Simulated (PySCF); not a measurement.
# C3H8O2Si: the cost of one run

Programs: PySCF 2.14.0, with density-fitted response routines of our own. Each step states its level of theory. These are calculated values for one molecule in the gas phase, unless marked as measured. Atoms count from 0, in the outputs and in this text.

**1. The starting structure**

14 atoms, charge 0, multiplicity 1; geometry from: PBE0-D3(BJ)/def2-SVP.

Bonds of the start (Å): C0–O1 1.42, O1–C2 1.34, C2–O3 1.20, C2–C4 1.50, C4–Si5 1.90, C0–H6 1.10, C0–H7 1.10, C0–H8 1.10, C4–H9 1.10, C4–H10 1.10, Si5–H11 1.49, Si5–H12 1.49, Si5–H13 1.49.

**2. Core-electron binding energies: SCAN, X2C**

What the job is given:

```
{"job": {"kind": "xps"}, "charge": 0, "multiplicity": 1}
C      2.399377     0.424891     0.247974
O      1.060423     0.405405     0.708205
C      0.378980    -0.728347     0.478032
O      0.855956    -1.679628    -0.081970
C     -1.030257    -0.619934     0.971772
Si    -2.127913     0.454287    -0.144661
H      2.439687     0.322491    -0.846900
H      2.816422     1.392198     0.551652
H      2.979532    -0.397276     0.692003
H     -1.042967    -0.160166     1.972131
H     -1.457899    -1.630383     1.027393
H     -2.070696    -0.046425    -1.549846
H     -1.674672     1.875021    -0.106896
H     -3.534406     0.373358     0.351754
```

Level: delta-SCF UKS SCAN, pcX-2 on the ionised atom, pcseg-1 elsewhere, spin-free X2C.

On the command line:

```
$ OMP_NUM_THREADS=1 python probes_run.py task.json out
```

This one command runs all jobs of the session in turn.

Q: Estimate the wall time and peak memory of this first job on 1 thread of Arm Neoverse V1, shared host.

About 52 s, with a peak of 0.63 GiB.
